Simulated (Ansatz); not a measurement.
# SrTiO3: the cost of one run

Computed with Ansatz 0.2.0 (DFT, levels as named, plane waves, PAW, unless a step's input says otherwise).

## 1. The structure to begin with

The structure is tetragonal, space group I4/mcm (No. 140). Conventional cell: a = 5.511 Å, b = 5.511 Å, c = 7.796 Å, α = 90.00°, β = 90.00°, γ = 90.00°. Sr (site symmetry -42m) is surrounded by 12 O at 2.73 to 2.78 Å. Ti (site symmetry 4/m) is surrounded by 6 O at 1.95 Å. Around O (site symmetry 422) lie 2 Ti at 1.95 Å and 4 Sr at 2.76 Å. O (site symmetry m2m) is surrounded by 2 Ti at 1.95 Å and 4 Sr at 2.73 to 2.78 Å.

Coordinates:

```
CELL_PARAMETERS angstrom
-2.75550 2.75550 3.89800
2.75550 -2.75550 3.89800
2.75550 2.75550 -3.89800
ATOMIC_POSITIONS crystal
Sr 0.75000 0.25000 0.50000
Sr 0.25000 0.75000 0.50000
Ti 0.00000 0.00000 0.00000
Ti 0.50000 0.50000 0.00000
O 0.25000 0.25000 0.00000
O 0.75000 0.75000 0.00000
O 0.74510 0.24510 0.99020
O 0.24510 0.25490 0.50000
O 0.25490 0.75490 0.00980
O 0.75490 0.74510 0.50000
```

## 2. PBE: cell and atoms

Input file input.yaml:

```yaml
crystal:
  lattice:
    - [-2.7555, 2.7555, 3.898]
    - [2.7555, -2.7555, 3.898]
    - [2.7555, 2.7555, -3.898]
  atoms:
    - { symbol: Sr, position: [0.75, 0.25, 0.5] }
    - { symbol: Sr, position: [0.25, 0.75, 0.5] }
    - { symbol: Ti, position: [0.0, 0.0, 0.0] }
    - { symbol: Ti, position: [0.5, 0.5, 0.0] }
    - { symbol: O, position: [0.25, 0.25, 0.0] }
    - { symbol: O, position: [0.75, 0.75, 0.0] }
    - { symbol: O, position: [0.7451, 0.2451, 0.9902] }
    - { symbol: O, position: [0.2451, 0.2549, 0.5] }
    - { symbol: O, position: [0.2549, 0.7549, 0.0098] }
    - { symbol: O, position: [0.7549, 0.7451, 0.5] }
  symmetry: { tolerance: 0.0003 }
hamiltonian:
  xc: pbe
  pseudopotentials: { kind: paw, azcp: { folder: soft_1 } }
basis:
  ecutwfc: 420
magnetization:
  spin_polarized: false
scf:
  occupations: { method: fermi_dirac, width: 0.02 }
kpoints:
  mp_grid: { grid: [6, 6, 6], shift: [0, 0, 0] }
output:
  forces: true
  stress: true
  eigenvalues: true
relax:
  max_steps: 60
  cell: {}
```

Run with:

```sh
$ ansatz run input.yaml --threads 4 --pin off --max-ram 10240MiB --backend cpu --events-out ev --progress --plain --runs-dir out
```

What time and memory should one allow on 4 threads of Intel Xeon Platinum 8259CL at 2.50GHz (Skylake/Cascade Lake), shared host?

About 53 s, with a peak of 0.65 GiB.
